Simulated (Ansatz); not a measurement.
# CHFGeN radical: a ladder of functionals and wavefunction methods

The task here is to estimate one member of a computed series from the others.

Computed with Ansatz 0.2.0, Gaussian basis. Level: functionals in def2-TZVPP, the program's frozen cores in correlated methods.

Plan: LDA (SPW92), PBE-D4, revPBE-D4, BLYP-D4, r2SCAN-D4, B97M-V, PBE0-D4, B3LYP-D4, r2SCANh-D4, r2SCAN0-D4, HSE06-D4, BHLYP-D4, CAM-B3LYP-D4, LC-ωPBE, ωB97X-V, ωB97M-V, B2PLYP, PBE-QIDH; CCSD(T)/def2-SVP; CCSD(T)/def2-TZVPP; MP2/def2-QZVPP; extrapolation to the limit; RPA on PBE.

### The geometry

All runs share one geometry, relaxed beforehand with PBE0-D4 in a triple-zeta def2 set.

SMILES `N#[C][GeH][F]`, 5 atoms, charge 0, spin multiplicity 2.

Atoms are counted from 1 here; the program's logs count them from 0.

Bond lengths: N1–C2 1.153 Å, C2–Ge3 1.923 Å, Ge3–F4 1.732 Å, Ge3–H5 1.544 Å. Angles: N1–C2–Ge3 173.7°, C2–Ge3–F4 104.8°, C2–Ge3–H5 110.1°, F4–Ge3–H5 107.8°.

Set-up of the first run:

in.yaml

```yaml
crystal:
  periodic: [false, false, false]
  atoms:
    - {symbol: N, position_ang: [0.957692, -1.505103, 1.476753]}
    - {symbol: C, position_ang: [0.548124, -0.785338, 0.674046]}
    - {symbol: Ge, position_ang: [0.026094, 0.350129, -0.788126]}
    - {symbol: F, position_ang: [-1.661024, 0.032985, -1.014564]}
    - {symbol: H, position_ang: [0.178912, 1.833727, -0.389509]}
basis:
  gaussian: {orbitals: def2-TZVPP}
magnetization: {spin_polarized: true, initial_magnetization: 1}
hamiltonian: {xc: lda}
output: {orbitals: {seedname: orbitals}}
```

Steps of the session up to this table: LDA; PBE-D4 (GGA); revPBE-D4 (GGA); BLYP-D4 (GGA); r2SCAN-D4 (meta-GGA); B97M-V (meta-GGA); PBE0-D4 (hybrid); B3LYP-D4 (hybrid); r2SCANh-D4 (hybrid); r2SCAN0-D4 (hybrid); HSE06-D4 (hybrid); BHLYP-D4 (hybrid); CAM-B3LYP-D4 (range-separated); LC-ωPBE-D4 (range-separated; the results give it without D4); ωB97X-V (range-separated); ωB97M-V (range-separated); B2PLYP (double hybrid); PBE-QIDH (double hybrid).

One of the session's tables, all rows but one given; the rest of the session is left out.

It belongs to the step «Frontier levels by functional». 

| functional | HOMO (eV) | LUMO (eV) | gap (eV) |
| --- | --- | --- | --- |
| LDA (SPW92) | -6.57 | -5.58 | 0.99 |
| PBE-D4 | -6.50 | -5.17 | 1.33 |
| revPBE-D4 | -6.46 | -5.01 | 1.45 |
| BLYP-D4 | -6.33 | -5.23 | 1.10 |
| r2SCAN-D4 | -6.94 | -4.83 | 2.11 |
| B97M-V | -6.72 | -5.32 | 1.40 |
| PBE0-D4 | -7.76 | -4.25 | 3.51 |
| B3LYP-D4 | -7.50 | -4.70 | 2.80 |
| r2SCANh-D4 | -7.39 | -4.50 | 2.89 |
| r2SCAN0-D4 | -8.08 | -4.02 | 4.06 |
| HSE06-D4 | -7.36 | -4.63 | 2.73 |
| BHLYP-D4 | ? | ? | ? |
| CAM-B3LYP-D4 | -9.04 | -3.38 | 5.66 |
| LC-ωPBE | -10.44 | -1.86 | 8.58 |
| ωB97X-V | -9.93 | -2.32 | 7.61 |
| ωB97M-V | -9.78 | -2.40 | 7.38 |

Q: Estimate the row for BHLYP-D4 from the others.

Worked estimate for «HOMO (eV)». Against the share of exact exchange, BLYP-D4 (0, -6.33), B3LYP-D4 (0.2, -7.50) give a slope of -5.85 per unit share; at 0.5 the line stands at -9.25.

The run gave: HOMO (eV): -8.86; LUMO (eV): -3.48; gap (eV): 5.38. In «HOMO (eV)» the line misses by -0.39.
